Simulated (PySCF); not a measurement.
# C4H4F2O: the cost of one run

Computed with PySCF 2.14.0. Level: levels as typed in each script, gas phase, geometry from GFN2-xTB.

### Step 1. Starting geometry

SMILES `C/C=C(\F)C(=O)F`, 11 atoms, charge 0, spin multiplicity 1.

Bond lengths: C1–C2 1.480 Å, C1–H8 1.087 Å, C1–H9 1.093 Å, C1–H10 1.087 Å, C2–C3 1.337 Å, C2–H11 1.081 Å, C3–F4 1.347 Å, C3–C5 1.465 Å, C5–O6 1.186 Å, C5–F7 1.353 Å. Angles: C2–C1–H8 111.3°, C2–C1–H9 109.6°, C2–C1–H10 109.8°, H8–C1–H9 109.4°, H8–C1–H10 109.5°, H9–C1–H10 107.2°, C1–C2–C3 125.1°, C1–C2–H11 118.3°, C3–C2–H11 116.6°, C2–C3–F4 121.5°, C2–C3–C5 122.8°, F4–C3–C5 115.6°, C3–C5–O6 127.7°, C3–C5–F7 112.1°, O6–C5–F7 120.2°.

Coordinates:

```
C     2.6731   -0.2284   -0.0004
C     1.2573   -0.6587    0.0014
C     0.2043    0.1650    0.0011
F     0.3570    1.5037    0.0005
C    -1.1797   -0.3150    0.0002
O    -1.5575   -1.4391   -0.0002
F    -2.0714    0.7032   -0.0010
H     2.7573    0.8548   -0.0014
H     3.1779   -0.6321   -0.8814
H     3.1807   -0.6308    0.8723
H     1.0438   -1.7179    0.0025
```

### Step 2. Localised orbitals (wB97X/def2-tzvp)

input.py

```python
import numpy as np
from pyscf import gto, scf, dft, lo
from pyscf.data.elements import chemcore

def solve(mol, dm0=None, hcore=None):
    mf = (dft.UKS if mol.spin else dft.RKS)(mol, xc='wb97x')
    mf.grids.level = 3
    mf = mf.density_fit(auxbasis='def2-universal-jkfit')
    mf.conv_tol, mf.max_cycle = 1e-8, 80
    if hcore is not None:
        mf.get_hcore = lambda *args: hcore
    mf.kernel(dm0)
    if not mf.converged:
        mf = mf.newton().run(mf.mo_coeff, mf.mo_occ, max_cycle=30)
    assert mf.converged, 'SCF not converged'
    return mf

mol = gto.M(atom='''
C      2.67314    -0.22845    -0.00038
C      1.25731    -0.65870     0.00143
C      0.20429     0.16498     0.00107
F      0.35696     1.50366     0.00052
C     -1.17968    -0.31499     0.00016
O     -1.55750    -1.43907    -0.00020
F     -2.07141     0.70317    -0.00099
H      2.75734     0.85481    -0.00136
H      3.17792    -0.63205    -0.88136
H      3.18067    -0.63079     0.87228
H      1.04376    -1.71792     0.00254
''', basis='def2-tzvp', charge=0, spin=0, verbose=4)
mf = solve(mol)
occ_all = mf.mo_coeff[:, mf.mo_occ > 0]
occ = occ_all[:, chemcore(mol):]
pm = lo.PM(mol, occ, pop_method='meta_lowdin')
loc = pm.kernel()
for _ in range(5):
    new, stable = pm.stability_jacobi(return_status=True)
    if stable:
        break
    loc = pm.kernel(new)
fock, s = mf.get_fock(), mf.get_ovlp()
ortho = lo.orth_ao(mol, 'meta_lowdin')
labels = mol.ao_labels(fmt=None)
vir = loc[:, :0]
both = np.hstack([loc, vir])
p = (ortho.T @ s @ both) ** 2
pop = np.array([p[[l[0] == a for l in labels]].sum(0) for a in range(mol.natm)])
spd = np.array([[p[[l[0] == a and l[2][-1] == k for l in labels]].sum(0) for k in 'spd'] for a in range(mol.natm)])
eps = np.einsum('pi,pq,qi->i', both, fock, both)
for i in np.argsort(eps):
    top = np.argsort(-pop[:, i])[:3]
    print('%3d %s %9.4f Eh ' % (i + 1, 'occ' if i < loc.shape[1] else 'vir', eps[i]), '  '.join('%s%d %.3f' % (mol.atom_symbol(a), a + 1, pop[a, i]) for a in top))
np.savez('result.npz', c=both, nocc=loc.shape[1], pop=pop, spd=spd, eps=eps, e=mf.e_tot)
```

Run with:

```bash
$ OMP_NUM_THREADS=1 python input.py
```

**Question.** How long does this run take on 1 thread of Arm Neoverse V2, shared host, and how much memory does it need?

About 57 s, with a peak of 0.98 GiB.
